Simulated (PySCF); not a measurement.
# C₆H₄FO₃−: runs on many settings

Aim: see how C₆H₄FO₃− (`Cc1c(F)coc1C(=O)[O-]`) answers to the choice of functional, basis, grid and SCF options.

The runs use PySCF 2.14.0, with density-fitted response routines of our own; the level of theory stands in each step. All values are computed, except where a source is named. Atoms are numbered from 0 throughout.

1 further run of the same task is left out (set aside as unsound or not needed).

## 1. The starting structure

14 atoms, charge -1, multiplicity 1; geometry from: GFN2-xTB.

Bonds of the start (Å): C0–C1 1.49, C1–C2 1.42, C2–F3 1.36, C2–C4 1.36, C4–O5 1.34, O5–C6 1.35, C6–C7 1.57, C7–O8 1.24, C7–O9 1.23, C6–C1 1.38, C0–H10 1.09, C0–H11 1.09, C0–H12 1.09, C4–H13 1.07.

## 2. Nuclear shieldings: PBE0/pcSseg-1

Job settings and geometry (Å):

```
{"job": {"kind": "nmr", "xc": "PBE0", "basis": "pcSseg-1"}, "charge": -1, "multiplicity": 1}
C     -0.607190    -1.633596     0.466108
C     -0.398511    -0.195924     0.139640
C     -1.360689     0.842607     0.164649
F     -2.670357     0.726600     0.505915
C     -0.744646     1.997055    -0.212308
O      0.546051     1.736153    -0.470838
C      0.765676     0.419066    -0.261516
C      2.195658    -0.173888    -0.501407
O      2.330404    -1.345213    -0.125859
O      3.000647     0.590347    -1.033234
H     -1.009538    -1.746821     1.473734
H     -1.308486    -2.090566    -0.234507
H      0.358213    -2.128783     0.395712
H     -1.097910     3.002492    -0.328252
```

Method: GIAO PBE0/pcSseg-1 NMR shielding, non-relativistic, gas phase.

On the command line:

```
OMP_NUM_THREADS=1 python probes_run.py task.json out
```

This one command runs all jobs of the session in turn.

The log of the run:

```text
coarse grid: 13344 points
cycle   1  E = -555.5847549531  dE =  2.024e+00  |g| = 1.187e+00  |ddm| = 3.845e+00
cycle   2  E = -555.0294256488  dE =  5.553e-01  |g| = 2.049e+00  |ddm| = 3.889e+00
cycle   3  E = -555.8433230729  dE = -8.139e-01  |g| = 1.782e-01  |ddm| = 2.946e+00
cycle   4  E = -555.8498861696  dE = -6.563e-03  |g| = 8.407e-02  |ddm| = 3.216e-01
cycle   5  E = -555.8513155323  dE = -1.429e-03  |g| = 2.992e-02  |ddm| = 1.006e-01
cycle   6  E = -555.8515078922  dE = -1.924e-04  |g| = 1.177e-02  |ddm| = 3.466e-02
cycle   7  E = -555.8515330829  dE = -2.519e-05  |g| = 5.088e-03  |ddm| = 1.396e-02
cycle   8  E = -555.8515378955  dE = -4.813e-06  |g| = 1.010e-03  |ddm| = 4.867e-03
final grid: 133968 points
cycle   9  E = -555.9482219410  dE = -2.482e-05  |g| = 1.440e-02  |ddm| = 4.130e-02
cycle  10  E = -555.9481541365  dE =  6.780e-05  |g| = 2.415e-02  |ddm| = 3.012e-02
cycle  11  E = -555.9482575074  dE = -1.034e-04  |g| = 2.353e-03  |ddm| = 2.013e-02
cycle  12  E = -555.9482586808  dE = -1.173e-06  |g| = 5.599e-04  |ddm| = 2.442e-03
cycle  13  E = -555.9482587282  dE = -4.736e-08  |g| = 2.072e-04  |ddm| = 5.958e-04
cycle  14  E = -555.9482587353  dE = -7.180e-09  |g| = 8.983e-05  |ddm| = 2.389e-04
cycle  15  E = -555.9482587369  dE = -1.591e-09  |g| = 1.577e-05  |ddm| = 8.147e-05
cycle  16  E = -555.9482587370  dE = -5.048e-11  |g| = 6.468e-06  |ddm| = 2.103e-05
converged SCF energy = -555.9482587370

GIAO shielding tensors (ppm)
atom      isotropic    diamagn.    paramagn.     s11        s22        s33       span
  0 C      177.959     245.801     -67.842    165.698    180.933    187.247     21.548
  1 C       75.001     264.661    -189.660     11.827     58.611    154.564    142.736
  2 C       19.777     254.061    -234.284    -38.357     32.977     64.711    103.067
  3 F      362.352     474.780    -112.428    304.115    336.011    446.931    142.816
  4 C       65.164     255.695    -190.530      9.312     69.631    116.551    107.239
  5 O       62.927     399.302    -336.374    -93.849     10.953    271.679    365.528
  6 C       23.027     258.944    -235.918    -47.414     17.985     98.509    145.923
  7 C       25.068     239.067    -213.999    -72.457     53.326     94.334    166.791
  8 O       20.268     408.474    -388.206   -149.824     -4.361    214.990    364.814
  9 O       -1.360     403.138    -404.498   -184.338    -58.525    238.783    423.121
 10 H       30.212      29.570       0.642     25.547     28.477     36.613     11.065
 11 H       30.249      29.522       0.727     25.783     28.198     36.764     10.981
 12 H       26.313      29.120      -2.806     18.547     26.189     34.204     15.657
 13 H       24.890      31.538      -6.647     22.420     25.990     26.261      3.842
```

Wall time 78 s (1 thread, shared host).

Shifts follow as δ = σ(reference) − σ, with reference shieldings (ppm) from runs at the same level and on the same kind of geometry: ¹H TMS 31.72, ¹³C TMS 186.9, ¹⁹F CFCl3 170.9, ¹⁷O H2O 336.1. The references are single molecules in the gas phase, so shifts against H2O, NH3, PH3, H3PO4 or CFCl3 are not on the usual liquid scales and can be off by tens of ppm. Atoms listed in one row are averaged.

| atoms | environment | σ (ppm) | δ (ppm) |
| --- | --- | --- | --- |
| C2 | aromatic carbon bearing fluorine | 19.8 | 167.1 |
| C6 | substituted aromatic carbon next to the ring oxygen | 23.0 | 163.9 |
| C7 | carboxylate carbon | 25.1 | 161.9 |
| C4 | aromatic CH next to the ring oxygen | 65.2 | 121.8 |
| C1 | substituted aromatic carbon | 75.0 | 111.9 |
| C0 | methyl carbon on an aromatic ring | 178.0 | 9.0 |
| H13 | hydrogen on an aromatic CH next to the ring oxygen | 24.89 | 6.83 |
| H10, H11, H12 | hydrogen on a methyl carbon on an aromatic ring | 28.92 | 2.79 |
| F3 | aryl fluorine | 362.4 | -191.4 |
| O8, O9 | carboxylate oxygen | 9.5 | 326.6 |
| O5 | aromatic ring oxygen | 62.9 | 273.2 |

Charges from the same density, by scheme (e):

| atoms | Mulliken | IAO | Hirshfeld | ESP fit |
| --- | --- | --- | --- | --- |
| C0 | -0.12 | -0.43 | -0.14 | -0.64 |
| C1 | -0.43 | -0.10 | -0.06 | 0.16 |
| C2 | 0.25 | 0.20 | 0.02 | 0.12 |
| F3 | -0.31 | -0.29 | -0.12 | -0.18 |
| C4 | 0.08 | -0.08 | -0.06 | -0.31 |
| O5 | -0.37 | -0.22 | -0.07 | -0.12 |
| C6 | 0.09 | 0.09 | 0.03 | -0.06 |
| C7 | 0.51 | 0.50 | 0.10 | 0.77 |
| O8, O9 | -0.56 | -0.64 | -0.41 | -0.73 |

Mayer bond orders: C0–C1 1.06, C1–C2 1.29, C2–F3 0.94, C2–C4 1.56, C4–O5 1.09, O5–C6 1.03, C6–C7 0.83, C7–O8 1.71, C7–O9 1.78, C6–C1 1.46.

Ring of atoms C1, C2, C4, O5, C6: NICS(0) -14.3, NICS(1) -10.3, NICS(1)zz -23.5 ppm (means of both faces).

## 3. Ultraviolet spectrum: PBE0/def2-SVPD

Settings changed since step 2:

```diff
@@ -1,2 +1,2 @@
-{"job": {"kind": "nmr", "xc": "PBE0", "basis": "pcSseg-1"}, "charge": -1, "multiplicity": 1}
+{"job": {"kind": "uv", "xc": "PBE0", "basis": "def2-SVPD", "nstates": 6, "ntriplets": 2}, "charge": -1, "multiplicity": 1}
 C     -0.607190    -1.633596     0.466108
```

Method: TDDFT PBE0/def2-SVPD, vertical, gas phase, core orbitals frozen in the response.

The log of the run:

```text
coarse grid: 13344 points
cycle   1  E = -555.2740839043  dE =  1.941e+00  |g| = 1.129e+00  |ddm| = 8.424e+00
cycle   2  E = -553.7948206366  dE =  1.479e+00  |g| = 2.594e+00  |ddm| = 1.660e+02
cycle   3  E = -555.4947643916  dE = -1.700e+00  |g| = 3.746e-01  |ddm| = 1.658e+02
cycle   4  E = -555.5287043436  dE = -3.394e-02  |g| = 1.801e-01  |ddm| = 1.162e+00
cycle   5  E = -555.5343153309  dE = -5.611e-03  |g| = 8.117e-02  |ddm| = 4.999e-01
cycle   6  E = -555.5355895630  dE = -1.274e-03  |g| = 3.102e-02  |ddm| = 1.645e-01
cycle   7  E = -555.5357620426  dE = -1.725e-04  |g| = 1.193e-02  |ddm| = 6.943e-02
cycle   8  E = -555.5357918754  dE = -2.983e-05  |g| = 2.896e-03  |ddm| = 2.370e-02
cycle   9  E = -555.5357931801  dE = -1.305e-06  |g| = 1.510e-03  |ddm| = 7.700e-03
final grid: 133968 points
cycle  10  E = -555.6310775486  dE = -2.450e-05  |g| = 1.431e-02  |ddm| = 2.069e-01
cycle  11  E = -555.6310023695  dE =  7.518e-05  |g| = 2.445e-02  |ddm| = 5.764e-02
cycle  12  E = -555.6311157181  dE = -1.133e-04  |g| = 1.848e-03  |ddm| = 3.563e-02
cycle  13  E = -555.6311165178  dE = -7.996e-07  |g| = 4.245e-04  |ddm| = 3.907e-03
cycle  14  E = -555.6311165509  dE = -3.314e-08  |g| = 1.532e-04  |ddm| = 8.653e-04
cycle  15  E = -555.6311165551  dE = -4.136e-09  |g| = 6.965e-05  |ddm| = 4.094e-04
cycle  16  E = -555.6311165559  dE = -8.968e-10  |g| = 2.084e-05  |ddm| = 1.382e-04
converged SCF energy = -555.6311165559

Static polarisability (au): isotropic 87.322, principal 56.178 98.995 106.792

Singlet excitations
state   eV       nm        f      main configurations
  1   4.4506    278.6   0.00215   H->L 0.93
  2   4.6058    269.2   0.00019   H-1->L 0.94
  3   5.1745    239.6   0.00748   H->L+1 0.84
  4   5.2879    234.5   0.00971   H-2->L 0.64, H-1->L+1 0.31
  5   5.3606    231.3   0.00996   H-1->L+1 0.60, H-2->L 0.30
  6   5.4104    229.2   0.00830   H-3->L+1 0.79, H->L+1 0.09

Triplet excitations (Tamm-Dancoff, eV): 3.7769 4.2124
```

Wall time 1.8 min (1 thread, shared host).

The orbitals next to the gap, with their largest atomic shares:

| orbital | eV | atoms |
| --- | --- | --- |
| HOMO−3 | -2.79 | C4 24 %, C6 24 %, C1 15 % |
| HOMO−2 | -2.60 | O8 45 %, O9 40 %, C7 12 % |
| HOMO−1 | -2.40 | O8 43 %, O9 26 %, C6 12 % |
| HOMO | -2.22 | O9 52 %, O8 32 %, C7 6 % |
| LUMO | 3.62 | C6 19 %, C4 16 %, O5 16 % |
| LUMO+1 | 3.67 | C2 24 %, F3 22 %, C0 14 % |
| LUMO+2 | 4.27 | H13 30 %, C4 24 %, O5 18 % |

With each of the 6 states as a Gaussian band of 0.4 eV half-width at 1/e, the curve within the window shown has maxima at 233 nm (ε 1,400) L/(mol cm). Beyond the last state computed it falls off for lack of states. The curve at chosen wavelengths:

nm, ε (L/mol/cm) and a bar:
```
      217        558 ############
      221        842 ##################
      225       1112 ########################
      229       1304 ############################
      234       1373 ##############################
      238       1289 ############################
      242       1115 ########################
      246        899 ####################
      250        683 ###############
      254        498 ###########
      259        328 #######
      263        238 #####
      267        181 ####
      271        147 ###
      275        126 ###
      279        112 ##
      284         96 ##
      288         84 ##
      292         72 #
      296         60 #
      300         48 #
      304         38 #
      309         27 
      313         20 
      317         14 
      321         10
```

Ground-state properties from the same run:

| property | computed |
| --- | --- |
| polarisability (Å³) | 12.94 |
| HOMO–LUMO gap (eV) | 5.83 |
| −ε(HOMO) (eV) | 2.22 |

## 4. Excited states and response: B97-D/6-31++G**

Settings changed since step 3:

```diff
@@ -1,2 +1,2 @@
-{"job": {"kind": "uv", "xc": "PBE0", "basis": "def2-SVPD", "nstates": 6, "ntriplets": 2}, "charge": -1, "multiplicity": 1}
+{"job": {"kind": "uv", "xc": "B97-D", "basis": "6-31++G**", "nstates": 12, "ntriplets": 2, "tda": true}, "charge": -1, "multiplicity": 1}
 C     -0.607190    -1.633596     0.466108
```

Level: TDA B97-D/6-31++G**, vertical, gas phase, core orbitals frozen in the response.

The log of the run:

```text
coarse grid: 13344 points
cycle   1  E = -555.9753443740  dE =  1.838e+00  |g| = 1.293e+00  |ddm| = 1.791e+01
cycle   2  E = -546.7097143156  dE =  9.266e+00  |g| = 4.009e+00  |ddm| = 8.887e+03
cycle   3  E = -555.3119264765  dE = -8.602e+00  |g| = 1.749e+00  |ddm| = 8.877e+03
cycle   4  E = -556.2278626971  dE = -9.159e-01  |g| = 5.366e-01  |ddm| = 1.328e+01
cycle   5  E = -556.2723601199  dE = -4.450e-02  |g| = 4.373e-01  |ddm| = 4.981e+00
cycle   6  E = -556.3164143106  dE = -4.405e-02  |g| = 1.942e-01  |ddm| = 4.533e+00
cycle   7  E = -556.3201895991  dE = -3.775e-03  |g| = 1.607e-01  |ddm| = 1.751e+00
cycle   8  E = -556.3255384039  dE = -5.349e-03  |g| = 4.631e-02  |ddm| = 2.447e+00
cycle   9  E = -556.3259248816  dE = -3.865e-04  |g| = 1.909e-02  |ddm| = 7.215e-01
cycle  10  E = -556.3259796358  dE = -5.475e-05  |g| = 1.141e-02  |ddm| = 3.005e-01
cycle  11  E = -556.3260060861  dE = -2.645e-05  |g| = 2.691e-03  |ddm| = 1.288e-01
cycle  12  E = -556.3260076672  dE = -1.581e-06  |g| = 8.684e-04  |ddm| = 2.213e-02
final grid: 133968 points
cycle  13  E = -556.2525006453  dE = -6.981e-05  |g| = 1.355e-02  |ddm| = 1.339e+00
cycle  14  E = -556.2523960497  dE =  1.046e-04  |g| = 2.734e-02  |ddm| = 2.500e-01
cycle  15  E = -556.2525324042  dE = -1.364e-04  |g| = 2.567e-03  |ddm| = 1.490e-01
cycle  16  E = -556.2525338988  dE = -1.495e-06  |g| = 7.810e-04  |ddm| = 2.322e-02
cycle  17  E = -556.2525340126  dE = -1.138e-07  |g| = 2.387e-04  |ddm| = 6.300e-03
cycle  18  E = -556.2525340226  dE = -9.981e-09  |g| = 1.353e-04  |ddm| = 2.895e-03
cycle  19  E = -556.2525340263  dE = -3.711e-09  |g| = 3.335e-05  |ddm| = 1.872e-03
cycle  20  E = -556.2525340265  dE = -1.583e-10  |g| = 1.998e-05  |ddm| = 8.955e-04
converged SCF energy = -556.2525340265

Static polarisability (au): isotropic 91.799, principal 57.677 103.661 114.058

Singlet excitations
state   eV       nm        f      main configurations
  1   2.9160    425.2   0.00848   H->L 1.00
  2   3.1810    389.8   0.00112   H-1->L 1.00
  3   3.2021    387.2   0.00502   H->L+1 0.99
  4   3.4209    362.4   0.00209   H->L+2 0.99
  5   3.4658    357.7   0.00147   H-1->L+1 0.99
  6   3.5346    350.8   0.00009   H-2->L 1.00
  7   3.7690    329.0   0.00033   H-1->L+2 0.99
  8   3.8198    324.6   0.00019   H-2->L+1 1.00
  9   3.8913    318.6   0.00197   H->L+3 0.99
 10   3.9282    315.6   0.01025   H-3->L 0.99
 11   3.9414    314.6   0.00997   H->L+4 0.99
 12   4.1702    297.3   0.00040   H-1->L+3 1.00

Triplet excitations (Tamm-Dancoff, eV): 2.8825 3.1514
```

Wall time 2.2 min (1 thread, shared host).

In short: HOMO -0.53 eV, LUMO 2.38 eV; lowest singlet 2.92 eV.

## 5. TDDFT and polarisability: PBE0/6-31++G**

Settings changed since step 4:

```diff
@@ -1,2 +1,2 @@
-{"job": {"kind": "uv", "xc": "B97-D", "basis": "6-31++G**", "nstates": 12, "ntriplets": 2, "tda": true}, "charge": -1, "multiplicity": 1}
+{"job": {"kind": "uv", "xc": "PBE0", "basis": "6-31++G**", "nstates": 25, "ntriplets": 2, "tda": false, "scf": {"guess": "atom", "aux": "def2-universal-jkfit"}}, "charge": -1, "multiplicity": 1}
 C     -0.607190    -1.633596     0.466108
```

Level: TDDFT PBE0/6-31++G**, vertical, gas phase, core orbitals frozen in the response.

The log of the run:

```text
final grid: 133968 points
cycle   1  E = -555.5267808811  dE =  3.114e+00  |g| = 1.441e+00  |ddm| = 4.607e+01
cycle   2  E = -550.7462710646  dE =  4.781e+00  |g| = 3.260e+00  |ddm| = 1.052e+04
cycle   3  E = -555.5510342308  dE = -4.805e+00  |g| = 1.250e+00  |ddm| = 1.052e+04
cycle   4  E = -555.9704467347  dE = -4.194e-01  |g| = 4.385e-01  |ddm| = 7.735e+00
cycle   5  E = -556.0102443442  dE = -3.980e-02  |g| = 2.547e-01  |ddm| = 5.262e+00
cycle   6  E = -556.0259551836  dE = -1.571e-02  |g| = 8.761e-02  |ddm| = 2.437e+00
cycle   7  E = -556.0273550071  dE = -1.400e-03  |g| = 4.200e-02  |ddm| = 2.423e+00
cycle   8  E = -556.0277394516  dE = -3.844e-04  |g| = 1.400e-02  |ddm| = 6.581e-01
cycle   9  E = -556.0277706134  dE = -3.116e-05  |g| = 6.670e-03  |ddm| = 2.337e-01
cycle  10  E = -556.0277795151  dE = -8.902e-06  |g| = 1.691e-03  |ddm| = 6.406e-02
cycle  11  E = -556.0277800180  dE = -5.029e-07  |g| = 6.554e-04  |ddm| = 2.223e-02
cycle  12  E = -556.0277800945  dE = -7.650e-08  |g| = 2.730e-04  |ddm| = 1.657e-02
cycle  13  E = -556.0277801120  dE = -1.748e-08  |g| = 8.406e-05  |ddm| = 3.471e-03
cycle  14  E = -556.0277801132  dE = -1.193e-09  |g| = 5.101e-05  |ddm| = 1.103e-03
cycle  15  E = -556.0277801136  dE = -4.866e-10  |g| = 1.554e-05  |ddm| = 4.009e-04
converged SCF energy = -556.0277801136

Static polarisability (au): isotropic 85.258, principal 54.750 97.460 103.565

Singlet excitations
state   eV       nm        f      main configurations
  1   4.2440    292.1   0.00614   H->L 0.94
  2   4.4075    281.3   0.00115   H->L+2 0.66, H->L+3 0.14
  3   4.4117    281.0   0.00331   H-1->L 0.77
  4   4.5181    274.4   0.00713   H->L+1 0.58, H-3->L 0.28
  5   4.5608    271.8   0.00687   H-3->L 0.57, H->L+1 0.25
  6   4.5844    270.4   0.00040   H-1->L+2 0.75, H-1->L+3 0.16
  7   4.6432    267.0   0.00036   H-2->L 0.86, H-3->L 0.09
  8   4.6977    263.9   0.00075   H-1->L+1 0.92
  9   4.8734    254.4   0.00042   H-2->L+1 0.56, H-3->L+1 0.39
 10   4.9271    251.6   0.00072   H-3->L+1 0.57, H-2->L+1 0.39
 11   5.2023    238.3   0.00190   H->L+3 0.68, H->L+2 0.17
 12   5.2062    238.1   0.00934   H-2->L+2 0.75
 13   5.2818    234.7   0.00563   H->L+4 0.86
 14   5.3810    230.4   0.00100   H-1->L+3 0.76, H-1->L+2 0.18
 15   5.4512    227.4   0.12208   H-1->L+4 0.45, H-3->L+2 0.44
 16   5.4635    226.9   0.03283   H-1->L+4 0.47, H-3->L+2 0.43
 17   5.5984    221.5   0.01875   H-2->L+3 0.86, H-2->L+2 0.08
 18   5.6208    220.6   0.00085   H-3->L+4 0.61, H-2->L+4 0.26
 19   5.6660    218.8   0.00124   H-2->L+4 0.67, H-3->L+4 0.21
 20   5.7485    215.7   0.07189   H-3->L+3 0.83
 21   5.7942    214.0   0.01961   H->L+5 0.57, H->L+6 0.27
 22   5.8472    212.0   0.00214   H-4->L 0.90
 23   5.8958    210.3   0.00987   H->L+6 0.48, H->L+5 0.23, H-1->L+5 0.08
 24   5.9742    207.5   0.00300   H->L+7 0.66, H-1->L+5 0.14
 25   5.9861    207.1   0.01908   H-1->L+5 0.56, H->L+7 0.17, H-1->L+6 0.13

Triplet excitations (Tamm-Dancoff, eV): 3.8009 4.1982
```

It took 2.5 min on 1 thread, shared host.

This run: HOMO -2.14 eV, LUMO 2.70 eV; lowest singlet 4.24 eV.

## 6. Comparing the runs: electronic excitations

Excitations and ground-state properties, with basis size and wall time:

| run | lowest singlet (eV) | brightest (eV) | f | gap (eV) | α (Å³) | functions | time |
| --- | --- | --- | --- | --- | --- | --- | --- |
| PBE0/def2-SVPD | 4.45 | 5.36 | 0.010 | 5.83 | 12.94 | 244 | 1.8 min |
| B97-D/6-31++G** | 2.92 | 3.93 | 0.010 | 2.91 | 13.60 | 204 | 2.2 min |
| PBE0/6-31++G** | 4.24 | 5.45 | 0.122 | 4.84 | 12.63 | 204 | 2.5 min |

## 7. Outcome

```
                                                               quantity                                       value
                                 ¹³C shifts against TMS (PBE0/pcSseg-1)  167.1, 163.9, 161.9, 121.8, 111.9, 9.0 ppm
 ¹H shifts against TMS (PBE0/pcSseg-1, means over atoms taken as alike)                              6.83, 2.79 ppm
                               ¹⁹F shifts against CFCl3 (PBE0/pcSseg-1)                                  -191.4 ppm
¹⁷O shifts against H2O (PBE0/pcSseg-1, means over atoms taken as alike)                            326.6, 273.2 ppm
                                        lowest singlet (PBE0/def2-SVPD)                 4.45 eV (279 nm), f = 0.002
                               brightest single state of those computed                 state 5, 5.36 eV, f = 0.010
                                                         lowest triplet                                     3.78 eV
                                            range of the lowest singlet                             2.92 to 4.45 eV
```

Single values in the summary come from the first run of each kind that ended normally (PBE0/pcSseg-1; PBE0/def2-SVPD), which need not be the best level. At PBE0/pcSseg-1: Shielding is most anisotropic at O8, O9 (span 394 ppm, paramagnetic term -396 ppm). NICS(1)zz of -23 ppm above the planar ring from C1 marks a diatropic (aromatic) ring current. The lowest singlet, at 4.45 eV, is HOMO→LUMO 0.93 and is weak; of the 6 states computed, the strongest absorption comes from state 5 at 5.36 eV. The lowest triplet lies 0.67 eV below the lowest singlet (triplets in Tamm-Dancoff, singlets in full TDDFT). The lowest singlet lies above −ε(HOMO); no detachment energy was computed, so the anion's states may not be bound. The lowest singlet runs from 2.92 eV (B97-D/6-31++G**) to 4.45 eV (PBE0/def2-SVPD), while the orbital gap spans 2.91 to 5.83 eV. The lowest state need not be the same one in every run. The runs solved for a few states only, so the brightest column depends on that window.
